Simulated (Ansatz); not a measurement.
# HfB2: how the settings move a single-point run

Aim: see which settings change the result for HfB2, by how much, and at what cost.

Computed with Ansatz 0.2.0 (reference: DFT, PBEsol, PAW with Ansatz's default frozen-core files, scalar-relativistic, unless a step's input says otherwise).

### 1 The structure to begin with

Symmetry: Cmmm, No. 65, orthorhombic system. The conventional cell has a = 3.133 Å, b = 5.426 Å, c = 3.479 Å, α = 90.00°, β = 90.00°, γ = 90.00°. Hf (site symmetry mmm) is surrounded by 12 B at 2.49 to 2.54 Å. B (site symmetry m2m) has 3 B at 1.72 to 1.86 Å and 6 Hf at 2.49 to 2.54 Å in its first shell of neighbours.

Coordinates:

```cif
data_structure
_symmetry_space_group_name_H-M 'P 1'
_symmetry_Int_Tables_number 1
_cell_length_a 3.1327
_cell_length_b 3.1327
_cell_length_c 3.4792
_cell_angle_alpha 90.000
_cell_angle_beta 90.000
_cell_angle_gamma 120.000
_cell_volume 29.57
loop_
_atom_site_label
_atom_site_type_symbol
_atom_site_fract_x
_atom_site_fract_y
_atom_site_fract_z
_atom_site_occupancy
Hf1 Hf 0.00000 0.00000 0.00000 1
B1 B 0.31667 0.65833 0.50000 1
B2 B 0.68333 0.34167 0.50000 1
```

### 2 The reference run

The input, input.yaml:

```yaml
crystal:
  lattice:
    - [3.1326790839, 0.0, 0.0]
    - [-1.5663395419, 2.7129796685, 0.0]
    - [0.0, 0.0, 3.47921399]
  atoms:
    - { symbol: Hf, position: [0.0, 0.0, 0.0] }
    - { symbol: B, position: [0.3166666667, 0.6583333333, 0.5] }
    - { symbol: B, position: [0.6833333333, 0.3416666667, 0.5] }
kpoints:
  mp_grid: { grid: [10, 10, 8] }
scf:
  occupations: { method: fermi_dirac, width: 0.05 }
hamiltonian:
  xc: pbesol
  pseudopotentials: { kind: paw }
output:
  forces: true
  stress: true
  eigenvalues: true
  populations: true
```

Started as:

```console
$ ansatz run input.yaml --threads 1 --pin off --max-ram 3072MiB --backend cpu --events-out ev --progress --plain --runs-dir out
```

### 3 Changing settings: mp_grid.grid [8, 8, 6], hubbard.sites [{species: Hf, l: d, u_eff: 4.0}], hubbard.double_counting amf, ecutwfc 500 eV

Edit input.yaml of step 2 so:

```diff
@@ -10,3 +10,3 @@
 kpoints:
-  mp_grid: { grid: [10, 10, 8] }
+  mp_grid: { grid: [8, 8, 6] }
 scf:
@@ -16,2 +16,3 @@
   pseudopotentials: { kind: paw }
+  hubbard: { sites: [{ species: Hf, l: d, u_eff: 4.0 }], double_counting: amf }
 output:
@@ -21 +22,7 @@
   populations: true
+  write_density: true
+  write_potential: true
+  elf: true
+  volumetric_format: npy
+basis:
+  ecutwfc: "500 eV"
```

Q: Predict the outcome of this session. Wanted: for each run, ending; energy change; pressure; gap; force.

**Answer**, as computed:

```tsv
run	ending	energy change	pressure (GPa)	gap (eV)	force (eV/Å)	cycles	time
reference	converged	0	-2.4	0.00	1.34	6	7.6 s
1: mp_grid.grid [8, 8, 6], hubbard.sites [{species: Hf, l: d, u_eff: 4.0}], hubbard.double_counting amf, ecutwfc 500 eV	converged	-4.9 meV/atom (Hubbard term changed: no physical gain or loss)	-2.4	0.00	1.28	8	11 s
```

Times don't compare one to one where runs were asked for different outputs or read a saved state (see the inputs); cycles may leave out searches for a lower state.

Residual by cycle in the longest SCF loop of each run; runs are numbered as in the table. The quantity is the density residual dr2, in eV.

```tsv
cycle	reference	run 1
1	0.0157	1.89
2	0.00543	0.29
3	7.1e-4	0.0207
4	2.6e-6	0.00151
5	2.4e-7	6.1e-5
6	1.4e-9	1.3e-6
7	-	2.2e-7
8	-	5.0e-9
```

Changing the k-point mesh, Hubbard U, double counting of the Hubbard term and cutoff moves the energy by -4.9 meV/atom, and the largest force goes from 1.34 to 1.28 eV/Å. The U term adds an energy of its own, so the shift says nothing about which run is better. A changed U is a change of model: its shifts are not errors of convergence.
